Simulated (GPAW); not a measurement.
Crystal: Pb.

```xyz
4
Lattice="3.5244 0.0000 0.0000 -1.7622 3.0522 0.0000 0.0000 0.0000 11.4952" Properties=species:S:1:pos:R:3 pbc="T T T"
Pb    1.7622    1.0174    8.6214
Pb    0.0000    0.0000    5.7476
Pb    0.0000    2.0348    2.8738
Pb    0.0000    0.0000    0.0000
```

This isn't the form of Pb at room conditions, which is fcc.

Base run:

```yaml
Program: GPAW 26.7.0
Functional: PBEsol
Potentials_or_basis: PAW data sets generated in the run's folder for this functional
Cutoff: 600 eV
Basis: pw
k_mesh: 6 × 6 × 2
Occupations: fermi-dirac, width 0.05 eV
Spin: no spin polarisation
```

Its results: pressure -1.6 GPa.

**Question.** The run is repeated on the same cell with these changes: functional from PBEsol to LDA; potentials or basis from PAW data sets generated in the run's folder for this functional to the program's PAW data sets (release 1.2.1) made for this functional. What comes out?

**Answer.** Pressure -3.1 GPa.

Not every run made on this cell is shown here.
